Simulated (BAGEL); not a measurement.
# AlBNH4F (SMILES [NH2][AlH][BH]F): a chain of runs

Aim: the energy (HF/def2-SVP), then a single-point energy (NEVPT2(2,2)/def2-SVP), then the energy (CASPT2(2,2)/def2-SVP) of AlBNH4F. 

Program for the calculation: BAGEL 1.2.2.

2 further runs of the same task are left out: 2 set aside as unsound or not needed.

**1. The structure to begin with**

AlBNH4F has 8 atoms, charge 0, and is taken as a singlet. As SMILES, `[NH2][AlH][BH]F`. The shape is that of a PBE0-D4/def2-TZVP optimisation. This is one conformer, not always the lowest.

Bond lengths: N1–Al2 1.770 Å, Al2–B3 2.169 Å, B3–F4 1.330 Å, N1–H5 1.008 Å, N1–H6 1.008 Å, Al2–H7 1.590 Å, B3–H8 1.208 Å. Angles: N1–Al2–B3 116.8°, Al2–B3–F4 118.5°, N1–Al2–H7 116.9°, B3–Al2–H7 126.3°, Al2–N1–H5 125.6°, Al2–N1–H6 124.3°, Al2–B3–H8 127.4°, F4–B3–H8 114.1°, H5–N1–H6 110.2°.

**2. A single-point energy at HF/def2-SVP (density fitting with svp-jkfit) (run 1)**

Contents of hf.json:

```json
{ "bagel": [

{
  "title": "molecule",
  "basis": "svp",
  "df_basis": "svp-jkfit",
  "geometry": [
    { "atom": "N", "xyz": [ -1.95566056,  2.33949039,  0.33658857 ] },
    { "atom": "Al", "xyz": [  0.67729485,  0.46714975,  1.20378389 ] },
    { "atom": "B", "xyz": [  1.55715133, -2.71855055, -1.22054576 ] },
    { "atom": "F", "xyz": [  0.04177995, -3.19929688, -3.16620778 ] },
    { "atom": "H", "xyz": [ -2.58040402,  3.87413698,  1.27445964 ] },
    { "atom": "H", "xyz": [ -3.05094582,  2.00973318, -1.18615274 ] },
    { "atom": "H", "xyz": [  2.17205121,  1.28406890,  3.67778498 ] },
    { "atom": "H", "xyz": [  3.31308485, -4.16456898, -1.02495910 ] }
  ]
},
{ "title": "hf" },
{ "title": "print", "file": "orbitals.molden", "orbitals": true }

]}
```

Started as:

```bash
BAGEL_NUM_THREADS=1 BAGEL hf.json > hf.out
```

Log:

```text
* using 1 threads per process

  ===============================================================
  ===============================================================

  *** Geometry ***

  { "atom" : "N", "xyz" : [     -1.955661,      2.339490,      0.336589 ] },
  { "atom" : "Al", "xyz" : [      0.677295,      0.467150,      1.203784 ] },
  { "atom" : "B", "xyz" : [      1.557151,     -2.718551,     -1.220546 ] },
  { "atom" : "F", "xyz" : [      0.041780,     -3.199297,     -3.166208 ] },
  { "atom" : "H", "xyz" : [     -2.580404,      3.874137,      1.274460 ] },
  { "atom" : "H", "xyz" : [     -3.050946,      2.009733,     -1.186153 ] },
  { "atom" : "H", "xyz" : [      2.172051,      1.284069,      3.677785 ] },
  { "atom" : "H", "xyz" : [      3.313085,     -4.164569,     -1.024959 ] },

  Number of auxiliary basis functions:      429

  Since a DF basis is specified, we compute 2- and 3-index integrals:
    o Being stored without compression. Storage requirement is 0.022 GB

  Number of basis functions:       80
  Number of electrons      :       38

    * METHOD: MOLECULE                             0.18

  *** RHF ***

  === Nuclear Repulsion ===
   128.7018461369

      * DIIS with orbital gradients will be used.

  === RHF iteration (svp) ===
      0       -422.40434148          0.02282581           0.05
      1       -422.56212975          0.01548894           0.05
      2       -422.65570239          0.00142035           0.05
      3       -422.65734487          0.00023983           0.05
      4       -422.65738319          0.00009332           0.05
      5       -422.65738829          0.00002618           0.06
      6       -422.65738882          0.00000770           0.06
      7       -422.65738887          0.00000161           0.05
      8       -422.65738888          0.00000064           0.05
      9       -422.65738888          0.00000030           0.05
     10       -422.65738888          0.00000008           0.05
     11       -422.65738888          0.00000003           0.05
     12       -422.65738888          0.00000002           0.05
     13       -422.65738888          0.00000001           0.05
    * SCF iteration converged.

    * Permanent dipole moment:
           (    0.185336,    -0.298027,    -0.092122) a.u.

    * METHOD: HF                                   0.91

    * METHOD: PRINT                                0.02

  ===============================================================
```

It took 1.2 s on 1 thread of Arm Neoverse V1, shared host; peak memory 0.15 GiB.

**3. The energy at NEVPT2(2,2)/def2-SVP (density fitting with svp-jkfit) (run 2)**

Contents of job.json:

```json
{ "bagel" : [

{
  "title" : "molecule",
  "basis" : "svp",
  "df_basis" : "svp-jkfit",
  "geometry" : [
    { "atom" : "N", "xyz" : [ -1.95566056,  2.33949039,  0.33658857 ] },
    { "atom" : "Al", "xyz" : [  0.67729485,  0.46714975,  1.20378389 ] },
    { "atom" : "B", "xyz" : [  1.55715133, -2.71855055, -1.22054576 ] },
    { "atom" : "F", "xyz" : [  0.04177995, -3.19929688, -3.16620778 ] },
    { "atom" : "H", "xyz" : [ -2.58040402,  3.87413698,  1.27445964 ] },
    { "atom" : "H", "xyz" : [ -3.05094582,  2.00973318, -1.18615274 ] },
    { "atom" : "H", "xyz" : [  2.17205121,  1.28406890,  3.67778498 ] },
    { "atom" : "H", "xyz" : [  3.31308485, -4.16456898, -1.02495910 ] }
  ]
},
{ "title" : "hf" },
{
  "title" : "nevpt2",
  "nstate" : 1,
  "nact" : 2,
  "nclosed" : 18,
  "nspin" : 0,
  "active" : [17, 24],
  "maxiter" : 200,
  "natocc" : "true",
  "ncore" : 8
},
{ "title" : "print", "file" : "orbitals.molden", "orbitals" : "true" }

]}
```

Started as:

```bash
BAGEL_NUM_THREADS=1 BAGEL job.json > job.out
```

Log:

```text
* using 1 threads per process

  ===============================================================
  ===============================================================

  *** Geometry ***

  { "atom" : "N", "xyz" : [     -1.955661,      2.339490,      0.336589 ] },
  { "atom" : "Al", "xyz" : [      0.677295,      0.467150,      1.203784 ] },
  { "atom" : "B", "xyz" : [      1.557151,     -2.718551,     -1.220546 ] },
  { "atom" : "F", "xyz" : [      0.041780,     -3.199297,     -3.166208 ] },
  { "atom" : "H", "xyz" : [     -2.580404,      3.874137,      1.274460 ] },
  { "atom" : "H", "xyz" : [     -3.050946,      2.009733,     -1.186153 ] },
  { "atom" : "H", "xyz" : [      2.172051,      1.284069,      3.677785 ] },
  { "atom" : "H", "xyz" : [      3.313085,     -4.164569,     -1.024959 ] },

  Number of auxiliary basis functions:      429

  Since a DF basis is specified, we compute 2- and 3-index integrals:
    o Being stored without compression. Storage requirement is 0.022 GB

  Number of basis functions:       80
  Number of electrons      :       38

    * METHOD: MOLECULE                             0.18

  *** RHF ***

  === Nuclear Repulsion ===
   128.7018461369

      * DIIS with orbital gradients will be used.

  === RHF iteration (svp) ===
      0       -422.40434148          0.02282581           0.05
      1       -422.56212975          0.01548894           0.05
      2       -422.65570239          0.00142035           0.05
      3       -422.65734487          0.00023983           0.05
      4       -422.65738319          0.00009332           0.05
      5       -422.65738829          0.00002618           0.05
      6       -422.65738882          0.00000770           0.05
      7       -422.65738887          0.00000161           0.05
      8       -422.65738888          0.00000064           0.05
      9       -422.65738888          0.00000030           0.05
     10       -422.65738888          0.00000008           0.05
     11       -422.65738888          0.00000003           0.05
     12       -422.65738888          0.00000002           0.05
     13       -422.65738888          0.00000001           0.05
    * SCF iteration converged.

    * Permanent dipole moment:
           (    0.185336,    -0.298027,    -0.092122) a.u.

    * METHOD: HF                                   0.89

    * freezing 8 orbitals
  ---------------------------
      CASSCF calculation
  ---------------------------

    ==== Active orbitals : =====
         Orbital 17
         Orbital 24
    ============================

    * nstate   :      1
    * nclosed  :     18
    * nact     :      2
    * nvirt    :     60
  === CASSCF iteration (svp) ===

    * Using the second-order algorithm

      0  0      -422.65749498     3.94e-05      0.02

      1  0      -422.65959934     4.55e-04      0.21

      2  0      -422.66925468     7.55e-04      0.25

      3  0      -422.67067142     1.49e-04      0.32

      4  0      -422.67070184     4.75e-05      0.30

      5  0      -422.67070304     1.44e-05      0.32

      6  0      -422.67070312     3.95e-06      0.33

      7  0      -422.67070312     1.05e-06      0.34

      8  0      -422.67070312     2.77e-07      0.33

      9  0      -422.67070312     7.28e-08      0.32

     10  0      -422.67070312     1.91e-08      0.28

     11  0      -422.67070312     5.00e-09      0.25

    * Second-order optimization converged. *

     guess   0:   closed 1.                   open ..

  === FCI iteration ===

      0  0      -422.65720165     6.62e-02      0.00
      1  0      -422.67069401     1.32e-03      0.00
      2  0 *    -422.67070312     3.62e-16      0.00

     * ci vector, state   0, <S^2> = 0.0000
       2.     0.9948372492
       .2    -0.1014832383

  === DF-NEVPT2 calculation ===

    * 3-index integral transformation done
    * assembly done

      NEVPT2 correlation energy:   -0.4844094218      0.15

          (+0)     -0.4607661800
          (+0)'    -0.0011862692
          (+1)     -0.0042555004
          (+1)'    -0.0000000000
          (+2)     -0.0000816314
          (-1)     -0.0081674215
          (-1)'     0.0000000000
          (-2)     -0.0099524193

      NEVPT2 total energy:       -423.1551125452

    * METHOD: NEVPT2                               3.62

    * METHOD: PRINT                                0.01

  ===============================================================
```

Wall time 5.1 s (1 thread of Arm Neoverse V1, shared host); peak memory 0.15 GiB.

**4. The energy at CASPT2(2,2)/def2-SVP (density fitting with svp-jkfit) (run 3)**

Contents of caspt2.json:

```json
{ "bagel" : [

{
  "title" : "molecule",
  "basis" : "svp",
  "df_basis" : "svp-jkfit",
  "geometry" : [
    { "atom" : "N", "xyz" : [ -1.95566056,  2.33949039,  0.33658857 ] },
    { "atom" : "Al", "xyz" : [  0.67729485,  0.46714975,  1.20378389 ] },
    { "atom" : "B", "xyz" : [  1.55715133, -2.71855055, -1.22054576 ] },
    { "atom" : "F", "xyz" : [  0.04177995, -3.19929688, -3.16620778 ] },
    { "atom" : "H", "xyz" : [ -2.58040402,  3.87413698,  1.27445964 ] },
    { "atom" : "H", "xyz" : [ -3.05094582,  2.00973318, -1.18615274 ] },
    { "atom" : "H", "xyz" : [  2.17205121,  1.28406890,  3.67778498 ] },
    { "atom" : "H", "xyz" : [  3.31308485, -4.16456898, -1.02495910 ] }
  ]
},
{
  "title" : "hf"
},
{
  "title" : "casscf",
  "nstate" : 1,
  "nact" : 2,
  "nclosed" : 18,
  "active" : [17, 24],
  "maxiter" : 200,
  "natocc" : "true"
},
{
  "title" : "print",
  "file" : "orbitals.molden",
  "orbitals" : "true"
},
{
  "title" : "smith",
  "method" : "caspt2",
  "ms" : "true",
  "xms" : "true",
  "sssr" : "true",
  "shift" : 0.2,
  "shift_imag" : "true",
  "ncore" : 8
}

]}
```

Started as:

```bash
BAGEL_NUM_THREADS=1 BAGEL caspt2.json > caspt2.out
```

Log:

```text
* using 1 threads per process

  ===============================================================
  ===============================================================

  *** Geometry ***

  { "atom" : "N", "xyz" : [     -1.955661,      2.339490,      0.336589 ] },
  { "atom" : "Al", "xyz" : [      0.677295,      0.467150,      1.203784 ] },
  { "atom" : "B", "xyz" : [      1.557151,     -2.718551,     -1.220546 ] },
  { "atom" : "F", "xyz" : [      0.041780,     -3.199297,     -3.166208 ] },
  { "atom" : "H", "xyz" : [     -2.580404,      3.874137,      1.274460 ] },
  { "atom" : "H", "xyz" : [     -3.050946,      2.009733,     -1.186153 ] },
  { "atom" : "H", "xyz" : [      2.172051,      1.284069,      3.677785 ] },
  { "atom" : "H", "xyz" : [      3.313085,     -4.164569,     -1.024959 ] },

  Number of auxiliary basis functions:      429

  Since a DF basis is specified, we compute 2- and 3-index integrals:
    o Being stored without compression. Storage requirement is 0.022 GB

  Number of basis functions:       80
  Number of electrons      :       38

    * METHOD: MOLECULE                             0.18

  *** RHF ***

  === Nuclear Repulsion ===
   128.7018461369

      * DIIS with orbital gradients will be used.

  === RHF iteration (svp) ===
      0       -422.40434148          0.02282581           0.05
      1       -422.56212975          0.01548894           0.05
      2       -422.65570239          0.00142035           0.05
      3       -422.65734487          0.00023983           0.05
      4       -422.65738319          0.00009332           0.05
      5       -422.65738829          0.00002618           0.05
      6       -422.65738882          0.00000770           0.05
      7       -422.65738887          0.00000161           0.05
      8       -422.65738888          0.00000064           0.05
      9       -422.65738888          0.00000030           0.05
     10       -422.65738888          0.00000008           0.05
     11       -422.65738888          0.00000003           0.05
     12       -422.65738888          0.00000002           0.05
     13       -422.65738888          0.00000001           0.05
    * SCF iteration converged.

    * Permanent dipole moment:
           (    0.185336,    -0.298027,    -0.092122) a.u.

    * METHOD: HF                                   0.89

  ---------------------------
      CASSCF calculation
  ---------------------------

    ==== Active orbitals : =====
         Orbital 17
         Orbital 24
    ============================

    * nstate   :      1
    * nclosed  :     18
    * nact     :      2
    * nvirt    :     60
  === CASSCF iteration (svp) ===

    * Using the second-order algorithm

      0  0      -422.65749498     3.94e-05      0.02

      1  0      -422.65959934     4.55e-04      0.21

      2  0      -422.66925468     7.55e-04      0.25

      3  0      -422.67067142     1.49e-04      0.32

      4  0      -422.67070184     4.75e-05      0.30

      5  0      -422.67070304     1.44e-05      0.32

      6  0      -422.67070312     3.95e-06      0.34

      7  0      -422.67070312     1.05e-06      0.34

      8  0      -422.67070312     2.77e-07      0.34

      9  0      -422.67070312     7.28e-08      0.32

     10  0      -422.67070312     1.91e-08      0.28

     11  0      -422.67070312     5.00e-09      0.25

    * Second-order optimization converged. *

     guess   0:   closed 1.                   open ..

  === FCI iteration ===

      0  0      -422.65720165     6.62e-02      0.00
      1  0      -422.67069401     1.32e-03      0.00
      2  0 *    -422.67070312     3.62e-16      0.00

     * ci vector, state   0, <S^2> = 0.0000
       2.     0.9948372492
       .2    -0.1014832383

    * METHOD: CASSCF                               3.40

    * METHOD: PRINT                                0.01

  === SMITH program ===

    * freezing 8 orbitals

    * Approximate memory requirement for SMITH calulation per MPI process:
      o Storage requirement for T-amplitude, lambda, and residual is 0.01 GB
      o Storage requirement for MO integrals is 0.00 GB
    * Calculating and saving rdm4f

    * Zeroth order energy : state  0       -0.8766047659

    * CASPT2 iteration is performed using orthogonal basis

      -------------------------------------------  CASPT2 iteration  ---------------------------------------------------
       #      aibj      arbs      arbi      airj      risj      airs      arst      rist         Etot      error   time
      ------------------------------------------------------------------------------------------------------------------

       0  -0.45976  -0.01206  -0.00827  -0.00501  -0.00014  -0.00105  -0.00000  -0.00000   -0.4862783  0.0009583   0.06
       1  -0.45999  -0.01209  -0.00829  -0.00518  -0.00016  -0.00110   0.00000  -0.00000   -0.4868005  0.0001880   0.05
       2  -0.45999  -0.01209  -0.00830  -0.00519  -0.00016  -0.00110  -0.00000  -0.00000   -0.4868183  0.0000529   0.05
       3  -0.45999  -0.01209  -0.00830  -0.00519  -0.00016  -0.00110   0.00000  -0.00000   -0.4868195  0.0000129   0.05
       4  -0.45999  -0.01209  -0.00830  -0.00519  -0.00016  -0.00110   0.00000  -0.00000   -0.4868196  0.0000028   0.06
       5  -0.45999  -0.01209  -0.00830  -0.00519  -0.00016  -0.00110  -0.00000  -0.00000   -0.4868196  0.0000006   0.06

      ------------------------------------------------------------------------------------------------------------------

    * CASPT2 energy : state  0     -423.1596664047
        w/o shift correction       -423.1575227585
        reference weight              0.8743190067

    * METHOD: SMITH                                0.51

  ===============================================================
```

Wall time 5.4 s (1 thread of Arm Neoverse V1, shared host); peak memory 0.16 GiB.

**5. Summary of results**

| quantity | value |
| --- | --- |
| run 1, HF/def2-SVP: total energy | -422.65739 Eh |
| run 1, HF/def2-SVP: dipole moment | 0.92 D |
| run 1, HF/def2-SVP: HOMO energy | -10.20 eV |
| run 1, HF/def2-SVP: LUMO energy | 1.21 eV |
| run 1, HF/def2-SVP: HOMO–LUMO gap | 11.40 eV |
| run 2, NEVPT2(2,2)/def2-SVP: total energy | -423.15511 Eh |
| run 3, CASPT2(2,2)/def2-SVP: total energy | -423.15967 Eh |
